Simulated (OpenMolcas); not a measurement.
# BNH3F3 (SMILES [NH3+][B-](F)(F)F): B97-1/STO-3G

Aim: the energy change on altering one bond length of BNH3F3 at B97-1/STO-3G, from 2 runs. 

Program for the calculation: OpenMolcas 26.06.

### 1 The system as given

BNH3F3: 8 atoms, total charge 0, spin state singlet. As SMILES, `[NH3+][B-](F)(F)F`. Geometry: relaxed at PBE0-D4/def2-TZVP.

Bond lengths: N1–B2 1.674 Å, B2–F3 1.368 Å, B2–F4 1.368 Å, B2–F5 1.368 Å, N1–H6 1.015 Å, N1–H7 1.015 Å, N1–H8 1.015 Å. Some angles: N1–B2–F3 104.1°, N1–B2–F4 104.1°, N1–B2–F5 104.1°, F3–B2–F4 114.2°, F3–B2–F5 114.2°, F4–B2–F5 114.2°, B2–N1–H6 110.1°, B2–N1–H7 110.1°, B2–N1–H8 110.1°, H6–N1–H7 108.9°.

### 2 A single-point energy at B97-1/STO-3G

The input, coord.xyz:

```xyz
8

N     -0.501800    -0.052400     0.645700
B      0.531500     0.038700    -0.668100
F      1.521100    -0.860400    -0.378100
F     -0.251400    -0.312100    -1.733900
F      0.943600     1.343300    -0.679400
H     -1.280300     0.587300     0.522000
H     -0.006300     0.194600     1.496700
H     -0.864300    -0.996100     0.739300
```

The input, job.input:

```
&gateway
 baslib = $CurrDir
 coord = coord.xyz
 basis = STO-3G
 group = NoSym

&seward

&scf
 ksdft = HYB_GGA_XC_B97_1
 prorbitals = 1 1
```

The basis set STO-3G is read from a file made from the Basis Set Exchange's data (not shown).

Run with:

```console
$ export MOLCAS_MEM=1860
$ pymolcas job.input > job.log
```

The program printed:

```text
--- Start Module: gateway ---
[...]
--- Stop Module: gateway /rc=_RC_ALL_IS_WELL_ ---
--- Start Module: seward ---
[...]
      Basis functions           28
--- Stop Module: seward /rc=_RC_ALL_IS_WELL_ ---
--- Start Module: scf ---
[...]
       Convergence after  10 Iterations
[...]
::    Total KS-DFT energy                            -375.6250589499
[...]
      Total spin, S                                     0.0000000000
[...]
      Total electronic charge=   42.000000
      Total            charge=   -0.000000
[...]
      Dipole Moment (debye):
      Origin of the operator (angstrom)=    0.4552    0.0320   -0.5712
                   X= -3.5683E+00               Y= -3.1502E-01               Z=  4.5378E+00           Total=  5.7813E+00
      Quadrupole Moment (debye*angstrom):
[...]
--- Stop Module: scf /rc=_RC_ALL_IS_WELL_ ---
[...]
```

Wall time 2.8 s (1 thread of Intel Xeon Platinum 8375C at 2.90GHz (Ice Lake), shared host); peak memory 0.37 GiB.

### 3 The distorted shape

The input, coord.xyz:

```xyz
8

N     -0.465542     0.041991     0.636338
B      0.567758     0.133091    -0.677462
F      1.557358    -0.766009    -0.387462
F     -0.215142    -0.217709    -1.743262
F      0.979858     1.437691    -0.688762
H     -1.244042     0.681691     0.512638
H      0.029958     0.288991     1.487338
H     -0.864300    -0.996100     0.739300
```

The input, job.inp:

```
* BF3H3N Kohn-Sham DFT
>>> EXPORT MOLCAS_PRINT=2

&GATEWAY
  BasLib=$CurrDir
  Coord=coord.xyz
  Basis=STO-3G
  Group=NoSym

&SEWARD

&SCF
  KSDFT=HYB_GGA_XC_B97_1
  PrOrbitals=1 1
```

The basis set STO-3G is read from a file made from the Basis Set Exchange's data (not shown).

Run with:

```console
$ export MOLCAS_MEM=1860
$ pymolcas job.inp > job.log
```

The program printed:

```text
--- Start Module: gateway ---
[...]
--- Stop Module: gateway /rc=_RC_ALL_IS_WELL_ ---
--- Start Module: seward ---
[...]
      Basis functions           28
--- Stop Module: seward /rc=_RC_ALL_IS_WELL_ ---
--- Start Module: scf ---
[...]
       Convergence after  10 Iterations
[...]
::    Total KS-DFT energy                            -375.6228491324
[...]
      Total spin, S                                     0.0000000000
[...]
      Total electronic charge=   42.000000
      Total            charge=   -0.000000
[...]
      Dipole Moment (debye):
      Origin of the operator (angstrom)=    0.4910    0.1253   -0.5804
                   X= -3.5763E+00               Y= -3.5123E-01               Z=  4.5336E+00           Total=  5.7850E+00
      Quadrupole Moment (debye*angstrom):
[...]
--- Stop Module: scf /rc=_RC_ALL_IS_WELL_ ---
[...]
```

Run time: 2.8 s. Hardware: 1 thread of Intel Xeon Platinum 8375C at 2.90GHz (Ice Lake), shared host; peak memory 0.37 GiB.

### 4 Outcome

At B97-1/STO-3G:

| quantity | value |
| --- | --- |
| first shape: total energy | -375.62506 Eh |
| first shape: dipole moment | 5.78 D |
| first shape: HOMO energy | -3.03 eV |
| first shape: LUMO energy | 7.91 eV |
| first shape: HOMO–LUMO gap | 10.94 eV |
| distorted shape: total energy | -375.62285 Eh |
| distorted shape: dipole moment | 5.79 D |
| distorted shape: HOMO energy | -3.02 eV |
| distorted shape: LUMO energy | 6.21 eV |
| distorted shape: HOMO–LUMO gap | 9.23 eV |
| energy change with the N1–H8 bond stretched from 1.015 to 1.117 Å | 0.060 eV |

With the N1–H8 bond stretched from 1.015 to 1.117 Å the energy rises by 0.06 eV (1.4 kcal/mol). The first shape isn't relaxed at this level, so the change isn't measured from a minimum. The minimal basis adds a large error of its own. Mulliken charges (first shape) run from -0.44 on N1 to +0.37 on B2; they depend strongly on the basis.
